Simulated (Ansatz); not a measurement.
# AlCo2: the cost of one run

Method: DFT PBE, scalar-relativistic, plane waves, PAW, in Ansatz 0.2.0.

2 further runs of the same task are left out: 1 that didn't finish, 1 set aside as unsound or not needed.

### Step 1. Starting point

It takes space group P6/mmm (No. 191, hexagonal). Conventional cell: a = 3.673 Å, b = 3.673 Å, c = 3.114 Å, α = 90.00°, β = 90.00°, γ = 120.00°. Around Al (site symmetry 6/mmm) lie 12 Co at 2.63 Å. Co (site symmetry -6m2) is surrounded by 3 Co at 2.12 Å.

Structure file:

```xyz
3
Lattice="3.6731 0.0000 0.0000 -1.8366 3.1810 0.0000 0.0000 0.0000 3.1135" Properties=species:S:1:pos:R:3 pbc="T T T"
Al    0.0000    0.0000    0.0000
Co    0.0000    2.1207    1.5568
Co    1.8366    1.0603    1.5568
```

The cell is invented: random cell by space group and Wyckoff sites (P6/mmm, No. 191). Its size is a rough estimate.

### Step 2. A first look at the guess

input.yaml reads:

```yaml
crystal:
  lattice:
    - [3.67311285, 0.0, 0.0]
    - [-1.83655642, 3.18100904, 0.0]
    - [0.0, 0.0, 3.11352316]
  atoms:
    - { symbol: Al, position: [0.0, 0.0, 0.0] }
    - { symbol: Co, position: [0.33333333, 0.66666667, 0.5], spin: 3.0 }
    - { symbol: Co, position: [0.66666667, 0.33333333, 0.5], spin: 3.0 }
basis:
  ecutwfc: 420
kpoints:
  mp_grid: { grid: [6, 6, 6] }
hamiltonian:
  xc: pbe
scf:
  occupations: { method: gaussian, width: 0.1 }
  lower_state_search: "off"
output:
  forces: true
  stress: true
  eigenvalues: true
  populations: true
magnetization:
  spin_polarized: true
```

The run is started by

```console
$ ansatz run input.yaml --threads 1 --pin off --max-ram 2560MiB --backend cpu --events-out ev --progress --plain --runs-dir out
```

What time and memory should one allow on 1 thread of Arm Neoverse V2, shared host?

About 4.4 s, with a peak of 0.3 GiB.
